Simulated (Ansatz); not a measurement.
Consider vertical energies of changing the electron count of ClFGeH₂O₂, SMILES [OH][Ge]([OH])([F])[Cl] (Ansatz 0.2.0 through its Python package).

Script `run_ip.py`:
```python
import logging
import sys

import ansatz

logging.basicConfig(stream=sys.stdout, format="[%(levelname)s] %(message)s")
log = logging.getLogger("clfgeh2o2")
log.setLevel(logging.INFO)


def energy_of(molecule, charge=0, unpaired=0):
    calc = molecule.calculation().basis(gaussian="cc-pVDZ").functional("r2scan")
    if charge:
        calc = calc.charge(charge)
    if unpaired:
        calc = calc.spin("collinear", total=unpaired)
    report = calc.run().report
    if report["published_state_doubts"]:
        print("  doubts:", report["published_state_doubts"])
    return report["free_energy_ev"]


def main() -> None:
    system = (
        ansatz.Crystal.molecule()
        .atom("O", (-1.1145, 0.8549, 0.9458))
        .atom("Ge", (-0.0438, -0.0625, -0.0762))
        .atom("O", (1.3063, -0.6049, 0.9103))
        .atom("F", (-0.8097, -1.4461, -0.7273))
        .atom("Cl", (0.692, 1.1566, -1.724))
        .atom("H", (-1.8973, 1.1673, 0.3177))
        .atom("H", (1.9282, -1.1332, 0.308))
    )

    parent = energy_of(system, 0, 0)
    cation = energy_of(system, 1, 1)
    log.info(f"E(N)   = {parent:.5f} eV")
    log.info(f"E(N-1) = {cation:.5f} eV  (1 unpaired)")
    log.info(f"vertical ionisation energy {cation - parent:.3f} eV")


if __name__ == "__main__":
    main()
```

What does it cost to change the electron count at this fixed geometry?

At this unrelaxed geometry removing an electron costs 11.27 eV.

The run itself:

```console
$ python run_ip.py
[INFO] E(N)   = -75883.05360 eV
[INFO] E(N-1) = -75871.77910 eV  (1 unpaired)
[INFO] vertical ionisation energy 11.275 eV
```

Total energies depend on the basis set; only differences at equal settings carry meaning. The geometry is a force-field or estimated start, not a minimum of this method, and the basis set is short of its limit. All parts are taken at fixed geometry, without zero-point energy. At an unrelaxed start these energies can be a whole eV from those at the minimum, and a small affinity can change sign. Timing: 110 s on 1 thread of Arm Neoverse N1, on a shared host, peak memory 0.36 GiB.
